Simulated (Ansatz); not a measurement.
# SnHI₃: up Jacob's ladder to CCSD(T)

How much do the methods differ for SnHI₃? The plan is to run it at one geometry with functionals of several rungs and with coupled cluster, and see how far each lands from CCSD(T) at the basis-set limit for the atomisation energy.

Program: Ansatz 0.2.0, Gaussian basis. Level of theory: functionals in def2-TZVPP, the program's frozen cores in correlated methods. These are calculated values, not measurements.

Levels to be run: LDA (SPW92), PBE-D4, revPBE-D4, BLYP-D4, r2SCAN-D4, B97M-V, PBE0-D4, B3LYP-D4, r2SCANh-D4, r2SCAN0-D4, HSE06-D4, BHLYP-D4, CAM-B3LYP-D4, LC-ωPBE, ωB97X-V, ωB97M-V, B2PLYP, PBE-QIDH; CCSD(T)/def2-SVP; CCSD(T)/def2-TZVPP; MP2/def2-QZVPP; extrapolation to the limit; RPA on PBE.

## Step 1: Structure used throughout

An earlier PBE0-D4 in a triple-zeta def2 set relaxation fixed the geometry. I, Sn take the def2 core potential; no spin-orbit term is included.

5 atoms, charge 0, spin multiplicity 1.

Atoms are counted from 1 here; the program's logs count them from 0.

Bond lengths: I1–Sn2 2.665 Å, Sn2–I3 2.665 Å, Sn2–I4 2.665 Å, Sn2–H5 1.701 Å. Angles: I1–Sn2–I3 109.0°, I1–Sn2–I4 109.0°, I1–Sn2–H5 109.9°, I3–Sn2–I4 109.0°, I3–Sn2–H5 109.9°, I4–Sn2–H5 109.9°.

## Step 2: LDA

This LDA is Slater exchange with PW92 correlation.

in.yaml reads:

```yaml
crystal:
  periodic: [false, false, false]
  atoms:
    - {symbol: I, position_ang: [-1.468048, -0.016854, 2.133603]}
    - {symbol: Sn, position_ang: [0.142086, 0.140197, 0.015662]}
    - {symbol: I, position_ang: [1.470670, -2.156357, -0.236588]}
    - {symbol: I, position_ang: [-1.333227, 0.533453, -2.168747]}
    - {symbol: H, position_ang: [1.238419, 1.425961, 0.214571]}
basis:
  gaussian: {orbitals: def2-TZVPP}
hamiltonian: {xc: lda}
output: {orbitals: {seedname: orbitals}}
```

Started as:

```bash
> ansatz run in.yaml --threads 4 --pin off --events-out ev --progress --plain --max-ram 11315MiB
```

Further steps of the session: PBE-D4 (GGA); revPBE-D4 (GGA); BLYP-D4 (GGA); r2SCAN-D4 (meta-GGA); B97M-V (meta-GGA); PBE0-D4 (hybrid); B3LYP-D4 (hybrid); r2SCANh-D4 (hybrid); r2SCAN0-D4 (hybrid); HSE06-D4 (hybrid); BHLYP-D4 (hybrid); CAM-B3LYP-D4 (range-separated); LC-ωPBE (range-separated); ωB97X-V (range-separated); ωB97M-V (range-separated); B2PLYP (double hybrid); PBE-QIDH (double hybrid); CCSD(T) in def2-SVP; CCSD(T) in def2-TZVPP; MP2 in def2-QZVPP; RPA on PBE orbitals.

**Question.** What will the summary of the whole plan be? Wanted: atomisation energy, CCSD(T)/CBS; farthest beyond LDA; mean size of error, GGA; mean size of error, meta-GGA; mean size of error, hybrid; mean size of error, range-separated; mean size of error, double hybrid; gap, smallest and largest; T1 diagnostic.

As calculated:

| quantity | value |
| --- | --- |
| atomisation energy, CCSD(T)/CBS | 251.6 kcal/mol |
| functionals within 2.5 kcal/mol (1.0 %) | none; nearest PBE-D4 (-8.0 kcal/mol) |
| farthest beyond LDA | LC-ωPBE (-25.6 kcal/mol) |
| mean size of error, GGA | 15.6 kcal/mol |
| mean size of error, meta-GGA | 11.7 kcal/mol |
| mean size of error, hybrid | 15.1 kcal/mol |
| mean size of error, range-separated | 19.8 kcal/mol |
| mean size of error, double hybrid | 17.2 kcal/mol |
| gap, smallest and largest | 2.86 eV (BLYP-D4), 9.40 eV (LC-ωPBE) |
| T1 diagnostic | 0.0093 |
| triples share of the correlation energy | 2.4 % |

**Reading.** The LDA atomisation energy is off by 31.2 kcal/mol (12 %): it overbinds. PBE-D4 misses by -8.0 kcal/mol. Double hybrids carry the basis error of their MP2 part in triple zeta, and no dispersion term here, so their miss is partly the set-up's. By mean error the best rung here is meta-GGA (11.7 kcal/mol) and the worst beyond LDA is range-separated (19.8 kcal/mol). The gap between the best rungs is small, so their order is not settled. Misses under about 2.5 kcal/mol are within the doubt on the reference itself, which lacks core-valence correlation, spin-orbit coupling and higher excitations, and its outer-core shells are covered unevenly. All levels share the lack of spin-orbit coupling, which lowers the free heavy atoms and so the true binding. Hartree-Fock recovers 62 % of the binding; the rest is correlation. CCSD(T) in def2-SVP is off by -40.5 kcal/mol, so the small basis spoils what the method gains. The gap grows from 2.9 to 9.4 eV across the functionals, mostly with the share of exact exchange. Correlated methods include outer-core shells of I, Sn, which these sets cover unevenly.
